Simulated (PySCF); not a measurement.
# Cd⁺, Cd²⁺: excitation energies in def2-TZVPPD with ECP28

Wanted: the excitation energy of cadmium, up a ladder of methods.

Method: unrestricted determinants in a Gaussian basis, no spin-orbit coupling in the energies. Code: PySCF 2.14.0.

## Step 1: The system

| Property | Result |
| --- | --- |
| Element | cadmium (Z = 48) |
| Basis | def2-TZVPPD with the def2 core potential (28 electrons) |
| Hamiltonian | a scalar-relativistic core potential |
| State 1 | Cd⁺: [Kr] 4d9 5s1 6s1, high-spin 4D determinant (an excited configuration) |
| State 2 | Cd²⁺: [Kr] 4d9 5s1, high-spin 3D determinant (an excited configuration) |
| State 3 | Cd²⁺: [Kr] 4d9 5p1, one real determinant (an excited configuration) |
| Needed too, but not shown | Cd⁺ [Kr] 4d10 5s1 (2S), Cd²⁺ [Kr] 4d10 (1S) |
| Methods | CCSD(T) |
| Core shells frozen in the correlated runs | valence: 4s2 4p6 (for Cd⁺) |

The outer shells:

Cd+ [Kr] 4d9 5s1 6s1
```
[Kr] core
4d [↑↓][↑↓][↑↓][↑↓][↑ ]
5s [↑ ]
6s [↑ ]
```

Cd2+ [Kr] 4d9 5s1
```
[Kr] core
4d [↑↓][↑↓][↑↓][↑↓][↑ ]
5s [↑ ]
```

Cd2+ [Kr] 4d9 5p1
```
[Kr] core
4d [↑↓][↑↓][↑↓][↑↓][↑ ]
5p [↑ ][  ][  ]
```

One driver process ran all states and methods and kept the integrals in memory. Each run is shown as a PySCF script that sums up its settings (the driver passes frozen orbitals as a list and adds second-order terms of double hybrids); the logs are those of the runs themselves. The driver starts from symmetry-adapted Hartree-Fock orbitals, holds the occupation by maximum overlap and uses a logarithmic radial grid for functionals, so a plain start would take other cycles.

The integrals over 56 functions and the set-up took 0.19 s of CPU time.

## Step 2: Cd⁺ [Kr] 4d9 5s1 6s1: CCSD(T) (valence)

Level: CCSD(T) (valence).

input.py

```python
from pyscf import gto, scf, dft, mp, cc
import basis_set_exchange as bse
txt = bse.get_basis("def2-TZVPPD", elements=["Cd"], fmt="nwchem", header=False)
cut = txt.index("\nECP")
mol = gto.M(atom="Cd 0 0 0", charge=1, spin=3, symmetry="D2h",
            basis=gto.basis.parse(txt[:cut]),
            ecp={"Cd": gto.basis.parse_ecp(txt[cut:])})
mf = scf.UHF(mol)
mf.irrep_nelec = {'Ag': (5, 2), 'B1g': (1, 1), 'B2g': (1, 1), 'B3g': (1, 1), 'B1u': (1, 1), 'B2u': (1, 1), 'B3u': (1, 1)}
mf.kernel()
mycc = cc.CCSD(mf, frozen=4).run()
mycc.ccsd_t()
```

What it wrote:

```text
CC2 = 0
CCSD nocc = (np.int64(7), np.int64(4)), nmo = (52, 52)
frozen orbitals [[0, 1, 2, 3], [0, 1, 2, 3]]
max_cycle = 100
direct = 0
conv_tol = 1e-08
conv_tol_normt = 1e-06
diis_space = 8
diis_start_cycle = 0
Init t2, MP2 energy = -0.335016917373329
Init E_corr(UCCSD) = -0.335016917376307
cycle = 1  E_corr(UCCSD) = -0.316742717947777  dE = 0.0182741994  norm(t1,t2) = 0.0328704
cycle = 2  E_corr(UCCSD) = -0.319819471859373  dE = -0.00307675391  norm(t1,t2) = 0.011564
cycle = 3  E_corr(UCCSD) = -0.320032349639976  dE = -0.000212877781  norm(t1,t2) = 0.00504498
cycle = 4  E_corr(UCCSD) = -0.32020085520566  dE = -0.000168505566  norm(t1,t2) = 0.000737219
cycle = 5  E_corr(UCCSD) = -0.320172593906424  dE = 2.82612992e-05  norm(t1,t2) = 0.00027466
cycle = 6  E_corr(UCCSD) = -0.320175629310702  dE = -3.03540428e-06  norm(t1,t2) = 0.000123263
cycle = 7  E_corr(UCCSD) = -0.320176991552216  dE = -1.36224151e-06  norm(t1,t2) = 2.99048e-05
cycle = 8  E_corr(UCCSD) = -0.320176241689078  dE = 7.49863138e-07  norm(t1,t2) = 7.99794e-06
cycle = 9  E_corr(UCCSD) = -0.32017634565438  dE = -1.03965302e-07  norm(t1,t2) = 2.61881e-06
cycle = 10  E_corr(UCCSD) = -0.320176333425868  dE = 1.22285123e-08  norm(t1,t2) = 7.63257e-07
cycle = 11  E_corr(UCCSD) = -0.320176329471009  dE = 3.95485883e-09  norm(t1,t2) = 3.83062e-07
UCCSD converged
E(UCCSD) = -166.2311034362007  E_corr = -0.3201763294710092
UCCSD(T) correction = -0.00819663842572759
```

CPU time 6.1 s on a shared host, the integrals not counted.

CCSD correlation -0.32018 hartree, triples -0.00820; total -166.239300. T1 = 0.003, largest double amplitude 0.065.

## Step 3: Cd²⁺ [Kr] 4d9 5s1: CCSD(T) (valence)

Level: CCSD(T) (valence).

input.py

```python
from pyscf import gto, scf, dft, mp, cc
import basis_set_exchange as bse
txt = bse.get_basis("def2-TZVPPD", elements=["Cd"], fmt="nwchem", header=False)
cut = txt.index("\nECP")
mol = gto.M(atom="Cd 0 0 0", charge=2, spin=2, symmetry="D2h",
            basis=gto.basis.parse(txt[:cut]),
            ecp={"Cd": gto.basis.parse_ecp(txt[cut:])})
mf = scf.UHF(mol)
mf.irrep_nelec = {'Ag': (4, 2), 'B1g': (1, 1), 'B2g': (1, 1), 'B3g': (1, 1), 'B1u': (1, 1), 'B2u': (1, 1), 'B3u': (1, 1)}
mf.kernel()
mycc = cc.CCSD(mf, frozen=4).run()
mycc.ccsd_t()
```

What it wrote:

```text
CC2 = 0
CCSD nocc = (np.int64(6), np.int64(4)), nmo = (52, 52)
frozen orbitals [[0, 1, 2, 3], [0, 1, 2, 3]]
max_cycle = 100
direct = 0
conv_tol = 1e-08
conv_tol_normt = 1e-06
diis_space = 8
diis_start_cycle = 0
Init t2, MP2 energy = -0.322041722892573
Init E_corr(UCCSD) = -0.322041722894739
cycle = 1  E_corr(UCCSD) = -0.305009059439301  dE = 0.0170326635  norm(t1,t2) = 0.027768
cycle = 2  E_corr(UCCSD) = -0.307462003333066  dE = -0.00245294389  norm(t1,t2) = 0.00552605
cycle = 3  E_corr(UCCSD) = -0.307491228501883  dE = -2.92251688e-05  norm(t1,t2) = 0.00209263
cycle = 4  E_corr(UCCSD) = -0.307587574350121  dE = -9.63458482e-05  norm(t1,t2) = 0.000390183
cycle = 5  E_corr(UCCSD) = -0.307578249996983  dE = 9.32435314e-06  norm(t1,t2) = 0.000155721
cycle = 6  E_corr(UCCSD) = -0.307580226393245  dE = -1.97639626e-06  norm(t1,t2) = 1.95953e-05
cycle = 7  E_corr(UCCSD) = -0.307580234788518  dE = -8.3952732e-09  norm(t1,t2) = 4.38191e-06
cycle = 8  E_corr(UCCSD) = -0.307580121700657  dE = 1.13087861e-07  norm(t1,t2) = 1.24624e-06
cycle = 9  E_corr(UCCSD) = -0.307580120802543  dE = 8.9811375e-10  norm(t1,t2) = 2.96567e-07
UCCSD converged
E(UCCSD) = -165.9884084135188  E_corr = -0.307580120802543
UCCSD(T) correction = -0.00744107710721442
```

It used 4.8 s of CPU time after the integrals (shared host).

CCSD correlation -0.30758 hartree, triples -0.00744; total -165.995849. T1 = 0.005, largest double amplitude 0.026.

## Step 4: Cd²⁺ [Kr] 4d9 5p1, at CCSD(T) (valence)

Level: CCSD(T) (valence).

Edit input.py of step 3 so:

```diff
@@ -8,3 +8,3 @@
 mf = scf.UHF(mol)
-mf.irrep_nelec = {'Ag': (4, 2), 'B1g': (1, 1), 'B2g': (1, 1), 'B3g': (1, 1), 'B1u': (1, 1), 'B2u': (1, 1), 'B3u': (1, 1)}
+mf.irrep_nelec = {'Ag': (3, 2), 'B1g': (1, 1), 'B2g': (1, 1), 'B3g': (1, 1), 'B1u': (2, 1), 'B2u': (1, 1), 'B3u': (1, 1)}
 mf.kernel()
```

What it wrote:

```text
CC2 = 0
CCSD nocc = (np.int64(6), np.int64(4)), nmo = (52, 52)
frozen orbitals [[0, 1, 2, 3], [0, 1, 2, 3]]
max_cycle = 100
direct = 0
conv_tol = 1e-08
conv_tol_normt = 1e-06
diis_space = 8
diis_start_cycle = 0
Init t2, MP2 energy = -0.306933608364478
Init E_corr(UCCSD) = -0.306933608365723
cycle = 1  E_corr(UCCSD) = -0.292863227511276  dE = 0.0140703809  norm(t1,t2) = 0.0291413
cycle = 2  E_corr(UCCSD) = -0.294978327435879  dE = -0.00211509992  norm(t1,t2) = 0.00919896
cycle = 3  E_corr(UCCSD) = -0.29522602002297  dE = -0.000247692587  norm(t1,t2) = 0.0055734
cycle = 4  E_corr(UCCSD) = -0.295396119286292  dE = -0.000170099263  norm(t1,t2) = 0.00366389
cycle = 5  E_corr(UCCSD) = -0.295436001030669  dE = -3.98817444e-05  norm(t1,t2) = 0.00304342
cycle = 6  E_corr(UCCSD) = -0.295534633662955  dE = -9.86326323e-05  norm(t1,t2) = 0.00123846
cycle = 7  E_corr(UCCSD) = -0.295523583895663  dE = 1.10497673e-05  norm(t1,t2) = 0.000296877
cycle = 8  E_corr(UCCSD) = -0.295519927289818  dE = 3.65660584e-06  norm(t1,t2) = 9.09512e-05
cycle = 9  E_corr(UCCSD) = -0.295522230473316  dE = -2.3031835e-06  norm(t1,t2) = 2.83855e-05
cycle = 10  E_corr(UCCSD) = -0.295522371210775  dE = -1.40737459e-07  norm(t1,t2) = 4.78941e-06
cycle = 11  E_corr(UCCSD) = -0.295522346251095  dE = 2.49596803e-08  norm(t1,t2) = 2.24034e-06
cycle = 12  E_corr(UCCSD) = -0.295522328496857  dE = 1.77542382e-08  norm(t1,t2) = 7.13524e-07
cycle = 13  E_corr(UCCSD) = -0.295522324694083  dE = 3.80277371e-09  norm(t1,t2) = 1.4623e-07
UCCSD converged
E(UCCSD) = -165.7321792349068  E_corr = -0.295522324694083
UCCSD(T) correction = -0.00719933568662189
```

It used 5.5 s of CPU time after the integrals (shared host).

CCSD correlation -0.29552 hartree, triples -0.00720; total -165.739379. T1 = 0.007, largest double amplitude 0.042.

The real determinant used has ⟨L²⟩ near 8 against 12 for a pure F term, so it mixes terms.

## Step 5: The energy differences

Excitation energy: Cd⁺ [Kr] 4d10 5s1 (2S) → Cd⁺ [Kr] 4d9 5s1 6s1 (4D).

```csv
method,value (eV),less CCSD(T) (valence) (eV)
UHF,19.138,-1.306
MP2 (valence),20.719,+0.275
SCS-MP2 (valence),20.670,+0.227
CCSD (valence),20.384,-0.059
CCSD(T) (valence),20.444,+0.000
```

Excitation energy: Cd²⁺ [Kr] 4d10 (1S) → Cd²⁺ [Kr] 4d9 5s1 (3D).

```csv
method,value (eV),less CCSD(T) (valence) (eV)
UHF,9.813,-0.666
MP2 (valence),10.631,+0.152
SCS-MP2 (valence),10.642,+0.162
CCSD (valence),10.456,-0.023
CCSD(T) (valence),10.479,+0.000
```

Excitation energy: Cd²⁺ [Kr] 4d10 (1S) → Cd²⁺ [Kr] 4d9 5p1 (high-spin determinant).

```csv
method,value (eV),less CCSD(T) (valence) (eV)
UHF,16.458,-1.001
MP2 (valence),17.687,+0.229
SCS-MP2 (valence),17.638,+0.179
CCSD (valence),17.428,-0.030
CCSD(T) (valence),17.458,+0.000
```

The differences also use runs on Cd⁺ [Kr] 4d10 5s1 (2S), Cd²⁺ [Kr] 4d10 (1S), which are not shown here. The runs at UHF, MP2 (valence) are not shown; their differences are listed all the same.

## Step 6: What came out

```
                                 quantity                                    value
excitation energy, Cd⁺ → [Kr] 4d9 5s1 6s1  UHF 19.138, CCSD(T) (valence) 20.444 eV
   excitation energy, Cd²⁺ → [Kr] 4d9 5s1   UHF 9.813, CCSD(T) (valence) 10.479 eV
   excitation energy, Cd²⁺ → [Kr] 4d9 5p1  UHF 16.458, CCSD(T) (valence) 17.458 eV
```

Accuracy by level (over 3 differences):

```csv
method,mean absolute miss against CCSD(T) (valence) (eV)
UHF,0.991
MP2 (valence),0.219
SCS-MP2 (valence),0.190
CCSD (valence),0.038
CCSD(T) (valence),0.000
```

In words: For the first difference the methods span 1.581 eV, from UHF (19.138) to MP2 (valence) (20.719). No reference value is at hand in this session. The basis is finite, and no extrapolation was made.
